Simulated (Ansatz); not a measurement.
**CH₄SeSi: single points off equilibrium**

One table from this session's results is given with a row withheld; the runs are named, their logs left out.

Computed with Ansatz 0.2.0, Gaussian basis. Level: single points in def2-TZVPP.

Correlated methods freeze the cores. Filled d shells of the heavier atoms are correlated.

### The starting structure

SMILES `C=[SiH][SeH]`, 7 atoms, charge 0, spin multiplicity 1.

Atoms are counted from 1 here; the program's logs count them from 0.

Bond lengths: C1–Si2 1.640 Å, C1–H4 1.144 Å, C1–H5 1.132 Å, Si2–Se3 2.178 Å, Si2–H6 1.411 Å, Se3–H7 1.338 Å. Angles: Si2–C1–H4 128.9°, Si2–C1–H5 123.2°, H4–C1–H5 107.7°, C1–Si2–Se3 117.8°, C1–Si2–H6 137.1°, Se3–Si2–H6 105.1°, Si2–Se3–H7 95.8°.

As a file:

| atom | x (Å) | y (Å) | z (Å) |
| --- | --- | --- | --- |
| C1 | -0.5556 | 0.6546 | -0.7663 |
| Si2 | -0.1619 | 0.1988 | 0.7587 |
| Se3 | 1.1658 | -1.5119 | 0.9961 |
| H4 | -0.3486 | 0.1143 | -1.7536 |
| H5 | -1.1888 | 1.5640 | -0.9984 |
| H6 | -0.4042 | 0.6594 | 2.0698 |
| H7 | 1.1957 | -1.8401 | -0.3008 |

Set-up of the first run:

run/in.yaml reads:

```yaml
crystal:
  periodic: [false, false, false]
  atoms:
    - {symbol: C, position_ang: [-0.555600, 0.654600, -0.766300]}
    - {symbol: Si, position_ang: [-0.161900, 0.198800, 0.758700]}
    - {symbol: Se, position_ang: [1.165800, -1.511900, 0.996100]}
    - {symbol: H, position_ang: [-0.348600, 0.114300, -1.753600]}
    - {symbol: H, position_ang: [-1.188800, 1.564000, -0.998400]}
    - {symbol: H, position_ang: [-0.404200, 0.659400, 2.069800]}
    - {symbol: H, position_ang: [1.195700, -1.840100, -0.300800]}
basis:
  gaussian: {orbitals: def2-TZVPP}
correlation: {method: ccsd_t}
output: {forces: true}
```

No record of the launch command was kept for these runs.

Among the steps run: CCSD(T)/def2-TZVPP; PBE0-D4/def2-TZVPP; wB97M-V/def2-TZVPP; r2SCAN-D4/def2-TZVPP; PBE-D4/def2-TZVPP; SPW92/def2-TZVPP; BLYP-D4/def2-TZVPP.

One table of the session follows, with a row left open; its other results are not shown here.

```
   method  RMS force component (eV/Å)  angle to CCSD(T) forces (°)  dipole (D)
  CCSD(T)                       1.778                    reference        0.34
  PBE0-D4                       1.748                          5.1        0.33
  wB97M-V                       1.696                          5.5        0.43
r2SCAN-D4                           ?                            ?           ?
   PBE-D4                       1.805                          5.7        0.23
    SPW92                       1.701                          9.9        0.24
  BLYP-D4                       1.811                          5.5        0.29
```

**Question.** Estimate the row for r2SCAN-D4.

**Answer.** RMS force component (eV/Å): 1.744; angle to CCSD(T) forces (°): 4.0; dipole (D): 0.26. In the column «RMS force component (eV/Å)» it lies between SPW92 (1.701) and PBE0-D4 (1.748).
